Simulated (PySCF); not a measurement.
# C5H4ClF3: a tour of settings

Which settings matter for C5H4ClF3 (`FC(F)=C(F)C1(Cl)CC1`)?

The runs use PySCF 2.14.0, with density-fitted response routines of our own; the level of theory stands in each step. All values are computed, except where a source is named. Atoms count from 0, in the outputs and in this text.

### 1 Starting geometry

13 atoms, charge 0, multiplicity 1; geometry from: GFN2-xTB.

Bonds of the start (Å): F0–C1 1.32, C1–F2 1.33, C1–C3 1.33, C3–F4 1.35, C3–C5 1.48, C5–Cl6 1.76, C5–C7 1.51, C7–C8 1.49, C8–C5 1.51, C7–H9 1.08, C7–H10 1.08, C8–H11 1.08, C8–H12 1.08.

### 2 Shielding tensors: PBE0/pcSseg-1

What the job is given:

```
{"job": {"kind": "nmr", "xc": "PBE0", "basis": "pcSseg-1"}, "charge": 0, "multiplicity": 1}
F      2.086392    -0.910680     1.915972
C      2.087442    -0.569789     0.639688
F      3.315585    -0.640563     0.143820
C      1.028625    -0.202899    -0.079064
F      1.264552     0.116541    -1.372146
C     -0.389067    -0.070111     0.310467
Cl    -0.744353    -0.628101     1.941771
C     -1.451362    -0.269541    -0.738956
C     -1.175643     1.103679    -0.216473
H     -2.356489    -0.765321    -0.426494
H     -1.125730    -0.520318    -1.737136
H     -1.890875     1.554526     0.452726
H     -0.653465     1.803063    -0.851903
```

With the program's defaults for keys left out, this is: GIAO PBE0/pcSseg-1 NMR shielding, non-relativistic, gas phase.

Started as:

```bash
> OMP_NUM_THREADS=1 python probes_run.py task.json out
```

This one command runs all jobs of the session in turn.

What it wrote:

```text
coarse grid: 12792 points
cycle   1  E = -951.6853942805  dE =  1.601e+00  |g| = 7.705e-01  |ddm| = 3.514e+00
cycle   2  E = -951.5544281880  dE =  1.310e-01  |g| = 1.188e+00  |ddm| = 1.368e+00
cycle   3  E = -951.7906439438  dE = -2.362e-01  |g| = 7.624e-02  |ddm| = 8.822e-01
cycle   4  E = -951.7914220845  dE = -7.781e-04  |g| = 4.163e-02  |ddm| = 9.291e-02
cycle   5  E = -951.7917040244  dE = -2.819e-04  |g| = 9.974e-03  |ddm| = 3.898e-02
cycle   6  E = -951.7917193118  dE = -1.529e-05  |g| = 3.138e-03  |ddm| = 9.613e-03
cycle   7  E = -951.7917209816  dE = -1.670e-06  |g| = 1.050e-03  |ddm| = 3.592e-03
final grid: 124088 points
cycle   8  E = -951.8622804945  dE = -5.241e-05  |g| = 7.624e-03  |ddm| = 3.289e-02
cycle   9  E = -951.8622728530  dE =  7.642e-06  |g| = 1.012e-02  |ddm| = 1.400e-02
cycle  10  E = -951.8622923268  dE = -1.947e-05  |g| = 1.187e-03  |ddm| = 8.242e-03
cycle  11  E = -951.8622925185  dE = -1.916e-07  |g| = 4.008e-04  |ddm| = 1.260e-03
cycle  12  E = -951.8622925504  dE = -3.196e-08  |g| = 1.203e-04  |ddm| = 4.004e-04
cycle  13  E = -951.8622925535  dE = -3.035e-09  |g| = 3.955e-05  |ddm| = 1.356e-04
cycle  14  E = -951.8622925538  dE = -3.372e-10  |g| = 9.698e-06  |ddm| = 4.578e-05
converged SCF energy = -951.8622925538

GIAO shielding tensors (ppm)
atom      isotropic    diamagn.    paramagn.     s11        s22        s33       span
  0 F      287.082     473.470    -186.387    256.628    285.662    318.958     62.329
  1 C       18.020     248.549    -230.530    -41.488     38.706     56.841     98.329
  2 F      269.346     469.225    -199.879    245.694    270.215    292.130     46.436
  3 C       49.943     246.515    -196.572     16.303     46.326     87.200     70.896
  4 F      366.443     473.646    -107.204    314.718    387.621    396.990     82.272
  5 C      146.509     246.682    -100.172    114.917    120.298    204.313     89.396
  6 Cl     788.399    1147.051    -358.652    575.600    706.447   1083.150    507.550
  7 C      168.166     251.663     -83.498    133.366    175.008    196.123     62.757
  8 C      167.663     251.609     -83.946    132.763    174.886    195.341     62.578
  9 H       30.497      30.322       0.175     24.684     27.969     38.838     14.154
 10 H       30.186      30.377      -0.192     23.854     28.306     38.397     14.543
 11 H       30.475      30.331       0.143     24.741     27.935     38.748     14.007
 12 H       30.371      30.357       0.014     24.210     28.254     38.650     14.440
```

It took 68 s on 1 thread, shared host.

The references, computed at this level on geometries of the same kind, shield at (ppm): 1H TMS 31.72, 13C TMS 186.9, 19F CFCl3 170.9, 35Cl HCl 950. Their shielding less the atom's gives the shift. The references are single molecules in the gas phase, so shifts against H2O, NH3, PH3, H3PO4 or CFCl3 are not on the usual liquid scales and can be off by tens of ppm. Atoms listed in one row are averaged.

```tsv
atoms	environment	σ (ppm)	δ (ppm)	δ scaled to CDCl3
C1	fully substituted alkene carbon	18.0	168.9	162.9
C3	fully substituted alkene carbon	49.9	137.0	131.8
C5	three-membered-ring carbon bearing a halogen	146.5	40.4	37.5
C7, C8	three-membered-ring carbon	167.9	19.0	16.6
H10, H12	hydrogen on a three-membered-ring carbon	30.28	1.44	1.46
H9, H11	hydrogen on a three-membered-ring carbon	30.49	1.23	1.27
F2	vinylic fluorine	269.3	-98.4	–
F0	vinylic fluorine	287.1	-116.1	–
F4	vinylic fluorine	366.4	-195.5	–
Cl6	chlorine bonded to C	788	161	–
```

The scaled column applies a straight-line fit of computed shieldings to shifts measured in CDCl3, with any fitted terms for Cl, Br or S neighbours, and one for carbons that bear F (root-mean-square error 0.16 ppm for H, 1.9 ppm for C).

The run also stored atomic charges by several schemes (e):

```tsv
atoms	Mulliken	IAO	Hirshfeld	ESP fit
F0	-0.22	-0.23	-0.06	-0.13
C1	0.58	0.51	0.14	0.33
F2	-0.24	-0.23	-0.07	-0.14
C3	0.27	0.18	0.03	0.04
F4	-0.27	-0.26	-0.06	-0.12
C5	-0.42	0.00	0.02	-0.07
Cl6	-0.06	-0.05	-0.03	-0.05
C7, C8	-0.11	-0.28	-0.09	-0.26
```

Mayer bond orders: F0–C1 1.03, C1–F2 0.99, C1–C3 1.73, C3–F4 0.93, C3–C5 0.91, C5–Cl6 1.09, C5–C7 0.91, C7–C8 0.95, C8–C5 0.90.

Ring of atoms C5, C7, C8: NICS(0) -42.1, NICS(1) -8.1, NICS(1)zz -21.6 ppm (means of both faces).

The two faces differ (NICS(1)zz -24.9 and -18.4 ppm).

In rings of three or four atoms NICS is ruled by the nearby σ bonds, so it says little on aromaticity.

### 3 TDDFT and polarisability: PBE0/def2-SVPD

The job, as its differences from that of step 2:

```diff
@@ -1,2 +1,2 @@
-{"job": {"kind": "nmr", "xc": "PBE0", "basis": "pcSseg-1"}, "charge": 0, "multiplicity": 1}
+{"job": {"kind": "uv", "xc": "PBE0", "basis": "def2-SVPD", "nstates": 6, "ntriplets": 2}, "charge": 0, "multiplicity": 1}
 F      2.086392    -0.910680     1.915972
```

With the program's defaults for keys left out, this is: TDDFT PBE0/def2-SVPD, vertical, gas phase, core orbitals frozen in the response.

What it wrote:

```text
coarse grid: 12792 points
cycle   1  E = -951.2462114032  dE =  1.530e+00  |g| = 7.142e-01  |ddm| = 6.107e+00
cycle   2  E = -951.1307396007  dE =  1.155e-01  |g| = 1.088e+00  |ddm| = 2.525e+00
cycle   3  E = -951.3422486287  dE = -2.115e-01  |g| = 7.778e-02  |ddm| = 1.619e+00
cycle   4  E = -951.3431345345  dE = -8.859e-04  |g| = 3.839e-02  |ddm| = 1.881e-01
cycle   5  E = -951.3433979126  dE = -2.634e-04  |g| = 1.036e-02  |ddm| = 5.988e-02
cycle   6  E = -951.3434153124  dE = -1.740e-05  |g| = 2.660e-03  |ddm| = 1.887e-02
cycle   7  E = -951.3434166882  dE = -1.376e-06  |g| = 8.441e-04  |ddm| = 5.781e-03
final grid: 124088 points
cycle   8  E = -951.4547942474  dE = -3.994e-05  |g| = 7.573e-03  |ddm| = 1.788e-01
cycle   9  E = -951.4547844947  dE =  9.753e-06  |g| = 1.062e-02  |ddm| = 2.761e-02
cycle  10  E = -951.4548065626  dE = -2.207e-05  |g| = 1.083e-03  |ddm| = 1.396e-02
cycle  11  E = -951.4548067901  dE = -2.275e-07  |g| = 3.113e-04  |ddm| = 2.450e-03
cycle  12  E = -951.4548068108  dE = -2.064e-08  |g| = 1.104e-04  |ddm| = 8.019e-04
cycle  13  E = -951.4548068134  dE = -2.625e-09  |g| = 3.576e-05  |ddm| = 2.670e-04
cycle  14  E = -951.4548068137  dE = -2.965e-10  |g| = 7.891e-06  |ddm| = 8.911e-05
converged SCF energy = -951.4548068137

Static polarisability (au): isotropic 73.716, principal 57.677 73.378 90.094

Singlet excitations
state   eV       nm        f      main configurations
  1   5.7930    214.0   0.00168   H->L 0.92
  2   6.5939    188.0   0.02048   H->L+2 0.76
  3   6.9599    178.1   0.02939   H-1->L 0.33, H->L+3 0.21, H->L+2 0.16
  4   7.1042    174.5   0.35546   H->L+1 0.66, H-1->L+1 0.13, H-1->L 0.10
  5   7.1355    173.8   0.02211   H-1->L 0.42, H->L+3 0.32, H->L+4 0.12
  6   7.2200    171.7   0.00445   H-2->L 0.93

Triplet excitations (Tamm-Dancoff, eV): 4.3615 5.4477
```

Run time: 1.8 min. Hardware: 1 thread, shared host.

The orbitals next to the gap, with their largest atomic shares:

```tsv
orbital	eV	atoms
HOMO−3	-10.20	Cl6 27 %, C7 25 %, C8 24 %
HOMO−2	-8.89	Cl6 58 %, C8 12 %, C7 11 %
HOMO−1	-8.67	Cl6 58 %, C5 12 %, C3 8 %
HOMO	-7.27	C1 23 %, C3 23 %, C5 9 %
LUMO	-0.04	Cl6 44 %, C5 20 %, C3 7 %
LUMO+1	0.23	C1 29 %, C3 25 %, F2 8 %
LUMO+2	0.57	C1 17 %, C3 13 %, Cl6 11 %
```

With each of the 6 states as a Gaussian band of 0.4 eV half-width at 1/e, the curve within the window shown has maxima at 175 nm (ε 17,000) L/(mol cm). Beyond the last state computed it falls off for lack of states. The curve at chosen wavelengths:

| nm | ε (L/mol/cm) |
| --- | --- |
| 165 | 5514 |
| 168 | 9931 |
| 171 | 14201 |
| 174 | 16524 |
| 177 | 16014 |
| 180 | 13231 |
| 183 | 9556 |
| 185 | 7236 |
| 188 | 4450 |
| 191 | 2591 |
| 194 | 1470 |
| 197 | 829 |
| 200 | 471 |
| 203 | 275 |
| 206 | 172 |
| 209 | 120 |
| 212 | 94 |
| 215 | 80 |
| 218 | 69 |
| 220 | 61 |
| 223 | 50 |
| 226 | 39 |
| 229 | 28 |
| 232 | 20 |
| 235 | 13 |
| 238 | 8 |

Ground-state properties from the same run:

```tsv
property	computed
dipole moment (D)	2.27
polarisability (Å³)	10.92
HOMO–LUMO gap (eV)	7.23
−ε(HOMO) (eV)	7.27
```

### 4 Nuclear shieldings: PBE0/6-31G*

The job, as its differences from that of step 3:

```diff
@@ -1,2 +1,2 @@
-{"job": {"kind": "uv", "xc": "PBE0", "basis": "def2-SVPD", "nstates": 6, "ntriplets": 2}, "charge": 0, "multiplicity": 1}
+{"job": {"kind": "nmr", "xc": "PBE0", "basis": "6-31G*", "pop": true, "scf": {"guess": "sap"}}, "charge": 0, "multiplicity": 1}
 F      2.086392    -0.910680     1.915972
```

Method: GIAO PBE0/6-31G* NMR shielding, non-relativistic, gas phase.

What it wrote:

```text
final grid: 124088 points
cycle   1  E = -873.6419286158  dE =  6.839e+01  |g| = 1.009e+01  |ddm| = 3.234e+01
cycle   2  E = -614.9390316993  dE =  2.587e+02  |g| = 2.115e+01  |ddm| = 5.954e+01
cycle   3  E = -923.0994460581  dE = -3.082e+02  |g| = 7.514e+00  |ddm| = 5.005e+01
cycle   4  E = -886.9347671969  dE =  3.616e+01  |g| = 9.131e+00  |ddm| = 5.974e+01
cycle   5  E = -931.1456080571  dE = -4.421e+01  |g| = 6.892e+00  |ddm| = 6.731e+01
cycle   6  E = -951.1156564380  dE = -1.997e+01  |g| = 1.999e+00  |ddm| = 2.891e+01
cycle   7  E = -950.0472486581  dE =  1.068e+00  |g| = 2.915e+00  |ddm| = 4.044e+00
cycle   8  E = -951.8546516243  dE = -1.807e+00  |g| = 3.864e-01  |ddm| = 2.538e+00
cycle   9  E = -951.8813080957  dE = -2.666e-02  |g| = 2.815e-01  |ddm| = 5.324e-01
cycle  10  E = -951.8962091202  dE = -1.490e-02  |g| = 1.004e-01  |ddm| = 3.749e-01
cycle  11  E = -951.8982482127  dE = -2.039e-03  |g| = 3.372e-02  |ddm| = 1.317e-01
cycle  12  E = -951.8984419718  dE = -1.938e-04  |g| = 1.793e-02  |ddm| = 4.148e-02
cycle  13  E = -951.8985208532  dE = -7.888e-05  |g| = 3.458e-03  |ddm| = 2.207e-02
cycle  14  E = -951.8985234158  dE = -2.563e-06  |g| = 8.028e-04  |ddm| = 4.317e-03
cycle  15  E = -951.8985235601  dE = -1.443e-07  |g| = 1.940e-04  |ddm| = 9.606e-04
cycle  16  E = -951.8985235684  dE = -8.245e-09  |g| = 8.501e-05  |ddm| = 2.956e-04
cycle  17  E = -951.8985235694  dE = -1.055e-09  |g| = 3.609e-05  |ddm| = 9.219e-05
cycle  18  E = -951.8985235697  dE = -2.453e-10  |g| = 1.009e-05  |ddm| = 3.877e-05
converged SCF energy = -951.8985235697

GIAO shielding tensors (ppm)
atom      isotropic    diamagn.    paramagn.     s11        s22        s33       span
  0 F      304.649     474.786    -170.136    283.194    305.230    325.524     42.330
  1 C       42.501     249.778    -207.278     -9.523     60.087     76.937     86.460
  2 F      286.834     468.228    -181.394    257.796    291.957    310.750     52.954
  3 C       70.206     246.796    -176.591     41.082     66.146    103.389     62.306
  4 F      376.424     472.302     -95.877    328.267    393.810    407.196     78.928
  5 C      157.622     251.134     -93.512    126.355    133.539    212.972     86.618
  6 Cl     818.674    1147.035    -328.361    620.790    746.488   1088.744    467.954
  7 C      179.079     255.384     -76.306    147.450    184.768    205.018     57.567
  8 C      178.687     255.282     -76.595    146.847    184.643    204.571     57.724
  9 H       31.212      30.738       0.474     25.527     28.732     39.378     13.850
 10 H       30.932      31.071      -0.139     24.677     29.076     39.043     14.366
 11 H       31.176      30.738       0.437     25.568     28.653     39.306     13.738
 12 H       31.065      31.082      -0.017     24.934     29.003     39.259     14.325
```

Run time: 57 s. Hardware: 1 thread, shared host.

In short: δ C1 153.9, C3 126.2, C5 38.8, C7 17.5, H10 1.41, H9 1.22 ppm (means over like atoms).

### 5 Spin-spin couplings: PBE0/6-311G**

The job, as its differences from that of step 4:

```diff
@@ -1,2 +1,2 @@
-{"job": {"kind": "nmr", "xc": "PBE0", "basis": "6-31G*", "pop": true, "scf": {"guess": "sap"}}, "charge": 0, "multiplicity": 1}
+{"job": {"kind": "j", "xc": "PBE0", "basis": "6-311G**", "scf": {"aux": "sto-3g", "max_cycle": 98}}, "charge": 0, "multiplicity": 1}
 F      2.086392    -0.910680     1.915972
```

Level: PBE0/6-311G** indirect spin-spin coupling, non-relativistic, gas phase.

What it wrote:

```text
final grid: 124088 points
cycle   1  E = -957.6130902263  dE =  1.083e+00  |g| = 7.105e-01  |ddm| = 3.521e+00
cycle   2  E = -957.6002823213  dE =  1.281e-02  |g| = 7.779e-01  |ddm| = 1.328e+00
cycle   3  E = -957.7131132925  dE = -1.128e-01  |g| = 1.348e-01  |ddm| = 8.996e-01
cycle   4  E = -957.7160417239  dE = -2.928e-03  |g| = 5.155e-02  |ddm| = 1.294e-01
cycle   5  E = -957.7165242463  dE = -4.825e-04  |g| = 2.221e-02  |ddm| = 6.546e-02
cycle   6  E = -957.7166383802  dE = -1.141e-04  |g| = 4.892e-03  |ddm| = 2.105e-02
cycle   7  E = -957.7166430304  dE = -4.650e-06  |g| = 1.723e-03  |ddm| = 8.140e-03
cycle   8  E = -957.7166436369  dE = -6.065e-07  |g| = 4.165e-04  |ddm| = 2.070e-03
cycle   9  E = -957.7166436693  dE = -3.240e-08  |g| = 6.465e-05  |ddm| = 4.778e-04
cycle  10  E = -957.7166436701  dE = -7.863e-10  |g| = 3.129e-05  |ddm| = 1.111e-04
converged SCF energy = -957.7166436701

Indirect spin-spin couplings (Hz)
  i      j    bonds     total        FC       PSO       DSO        SD
  0 F    1 C    1   -292.485  -273.278   -18.062     1.424    -2.569
  0 F    2 F    2   -117.853   -63.530   -86.881    -0.179    32.737
  0 F    3 C    2      0.697     6.219   -11.785     0.097     6.167
  0 F    4 F    3   -137.221   -19.271  -129.608    -1.316    12.974
  0 F    5 C    3     -1.423    -1.938     0.462     0.151    -0.097
  0 F    7 C    4      0.949     1.179     0.295    -0.207    -0.319
  0 F    8 C    4      1.154     1.376     0.286    -0.175    -0.332
  0 F   10 H    5     -0.383    -0.002     0.669    -0.880    -0.170
  0 F   12 H    5     -0.340    -0.105     0.597    -0.744    -0.089
  1 C    2 F    1   -266.859  -246.932   -18.918     1.407    -2.416
  1 C    4 F    2     18.253    18.344    -6.308     0.230     5.988
  1 C    9 H    4      0.435     0.470     0.186    -0.221         -
  1 C   10 H    4      0.186     0.172     0.129    -0.115         -
  1 C   11 H    4      0.398     0.428     0.169    -0.199         -
  1 C   12 H    4      0.302     0.280     0.088    -0.066         -
  2 F    3 C    2      0.897     9.745   -14.612     0.030     5.735
  2 F    4 F    3     34.718     1.132     7.439     0.385    25.762
  2 F    5 C    3     -3.302    -1.411    -1.800    -0.207     0.115
  2 F    7 C    4      0.667     1.199    -0.136    -0.226    -0.170
  2 F    8 C    4      0.666     1.276    -0.104    -0.217    -0.289
  2 F   10 H    5     -0.278     0.098     0.430    -0.643    -0.163
  3 C    4 F    1   -235.739  -239.473    -0.655     1.329     3.059
  3 C    9 H    3      1.168     1.198     0.219    -0.248         -
  3 C   10 H    3      3.241     3.196    -0.185     0.230         -
  3 C   11 H    3      1.173     1.202     0.214    -0.242         -
  3 C   12 H    3      3.243     3.183    -0.206     0.265         -
  4 F    5 C    2      8.853    12.360    -3.249     0.250    -0.509
  4 F    7 C    3      0.570     0.615    -0.284     0.159     0.080
  4 F    8 C    3     -0.687    -0.832    -0.038     0.127     0.057
  4 F    9 H    4      0.367     0.402     1.189    -1.173    -0.051
  4 F   10 H    4      1.921     1.690    -1.497     1.563     0.166
  4 F   11 H    4     -0.359    -0.328     1.258    -1.226    -0.064
  4 F   12 H    4      1.487     1.162    -1.097     1.361     0.061
  5 C    9 H    2     -1.868    -2.028     0.164    -0.004         -
  5 C   10 H    2     -1.401    -1.653     0.252     0.000         -
  5 C   11 H    2     -1.983    -2.147     0.171    -0.008         -
  5 C   12 H    2     -1.238    -1.491     0.251     0.003         -
  7 C    9 H    1    167.582   166.529     0.168     0.886         -
  7 C   10 H    1    166.036   165.006     0.134     0.896         -
  7 C   11 H    2     -0.711    -0.734     0.282    -0.259         -
  7 C   12 H    2     -0.675    -0.722     0.292    -0.245         -
  8 C    9 H    2     -0.674    -0.696     0.279    -0.258         -
  8 C   10 H    2     -0.724    -0.772     0.293    -0.245         -
  8 C   11 H    1    168.293   167.252     0.163     0.878         -
  8 C   12 H    1    165.423   164.394     0.142     0.887         -
  9 H   10 H    2     -2.415    -2.333     2.626    -2.708         -
  9 H   11 H    3      7.797     7.637     0.333    -0.173         -
  9 H   12 H    3      6.839     7.166     2.269    -2.597         -
 10 H   11 H    3      6.662     6.987     2.260    -2.585         -
 10 H   12 H    3      8.091     7.981     0.212    -0.102         -
 11 H   12 H    2     -2.234    -2.143     2.641    -2.732         -
```

It took 62 s on 1 thread, shared host.

The run ended normally, but its values are not to be used for the molecule: the fitting basis sto-3g is not made for Coulomb and exchange fitting here. Its HOMO lies at -6.60 eV, against -7.18 eV in step 2 (PBE0/pcSseg-1), a different level, so the two don't compare directly.

(Part 1 of 2 ends here.)
